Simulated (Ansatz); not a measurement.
**BClH₉NSi₃: a ladder of functionals and wavefunction methods**

One table from this session's results is given with a row withheld; the runs are named, their logs left out.

The runs use Ansatz 0.2.0, Gaussian basis; functionals in def2-TZVPP, the program's frozen cores in correlated methods.

Plan: PBE-D4, r2SCAN-D4, PBE0-D4, B3LYP-D4, ωB97X-V, ωB97M-V, B2PLYP; CCSD(T)/def2-TZVPP; MP2/def2-QZVPP; extrapolation to the limit.

**The geometry**

The geometry comes from an earlier relaxation with PBE0-D4 in a triple-zeta def2 set; it is a stationary point, not always the lowest conformer.

SMILES `BN([SiH2][SiH3])[SiH2]Cl`, 15 atoms, charge 0, spin multiplicity 1.

Atoms are counted from 1 here; the program's logs count them from 0.

Bond lengths: B1–N2 1.412 Å, B1–H7 1.198 Å, B1–H8 1.200 Å, N2–Si3 1.770 Å, N2–Si5 1.734 Å, Si3–Si4 2.340 Å, Si3–H9 1.489 Å, Si3–H10 1.486 Å, Si4–H11 1.488 Å, Si4–H12 1.486 Å, Si4–H13 1.488 Å, Si5–Cl6 2.057 Å, Si5–H14 1.476 Å, Si5–H15 1.479 Å. Angles: N2–B1–H7 120.2°, N2–B1–H8 119.2°, H7–B1–H8 120.6°, B1–N2–Si3 118.6°, B1–N2–Si5 121.1°, Si3–N2–Si5 120.3°, N2–Si3–Si4 110.9°, N2–Si3–H9 106.8°, N2–Si3–H10 108.7°, Si4–Si3–H9 110.3°, Si4–Si3–H10 111.3°, H9–Si3–H10 108.7°, Si3–Si4–H11 109.8°, Si3–Si4–H12 110.1°, Si3–Si4–H13 109.6°, H11–Si4–H12 109.3°, H11–Si4–H13 109.0°, H12–Si4–H13 109.1° and more.

Set-up of the first run:

Contents of in.yaml:

```yaml
crystal:
  periodic: [false, false, false]
  atoms:
    - {symbol: B, position_ang: [0.761210, 1.807609, -0.152775]}
    - {symbol: N, position_ang: [-0.143071, 0.848663, 0.352454]}
    - {symbol: Si, position_ang: [0.489266, -0.721942, 0.868547]}
    - {symbol: Si, position_ang: [1.073590, -2.033178, -0.979164]}
    - {symbol: Si, position_ang: [-1.845604, 1.172109, 0.422017]}
    - {symbol: Cl, position_ang: [-2.840145, -0.147522, -0.802663]}
    - {symbol: H, position_ang: [0.360779, 2.867818, -0.540266]}
    - {symbol: H, position_ang: [1.932472, 1.546786, -0.185760]}
    - {symbol: H, position_ang: [-0.590174, -1.383749, 1.652515]}
    - {symbol: H, position_ang: [1.655046, -0.495553, 1.761142]}
    - {symbol: H, position_ang: [1.663213, -3.319544, -0.518135]}
    - {symbol: H, position_ang: [-0.128344, -2.313314, -1.806960]}
    - {symbol: H, position_ang: [2.076717, -1.310858, -1.806821]}
    - {symbol: H, position_ang: [-2.104829, 2.544966, -0.053080]}
    - {symbol: H, position_ang: [-2.360127, 0.937700, 1.788958]}
basis:
  gaussian: {orbitals: def2-TZVPP}
hamiltonian: {xc: pbe, dispersion: d4}
output: {forces: true, orbitals: {seedname: orbitals}}
```

The run is started by

```console
$ ansatz run in.yaml --threads 2 --pin off --events-out ev --progress --plain --max-ram 32768MiB --backend cuda --devices 0, --max-vram 18GiB
```

Among the steps run: PBE-D4 (GGA); r2SCAN-D4 (meta-GGA); PBE0-D4 (hybrid); B3LYP-D4 (hybrid); ωB97X-V (range-separated); ωB97M-V (range-separated); B2PLYP (double hybrid); CCSD(T) in def2-TZVPP; MP2 in def2-QZVPP.

One of the session's tables, all rows but one given; the rest of the session is left out.

| method | atomisation energy (kJ/mol) |
| --- | --- |
| PBE-D4 | 4883.8 |
| r2SCAN-D4 | 4899.1 |
| PBE0-D4 | 4861.6 |
| B3LYP-D4 | 4904.9 |
| ωB97X-V | 4943.5 |
| ωB97M-V | 4918.7 |
| B2PLYP | 4830.0 |
| HF/def2-TZVPP | 3718.6 |
| MP2/def2-TZVPP | 4787.1 |
| CCSD/def2-TZVPP | 4709.6 |
| CCSD(T)/def2-TZVPP | ? |
| MP2/CBS | 4920.5 |
| CCSD(T)/CBS | 4898.2 |

**Question.** Estimate the row for CCSD(T)/def2-TZVPP.

**Answer.** atomisation energy (kJ/mol): 4764.8. In the column «atomisation energy (kJ/mol)» it lies between CCSD/def2-TZVPP (4709.6) and MP2/def2-TZVPP (4787.1).

To keep in mind: Free atoms (1 B, 1 N, 3 Si, 1 Cl, 9 H) were run apart at each level; the atomisation energy is their sum less the molecule, without zero-point or spin-orbit terms.
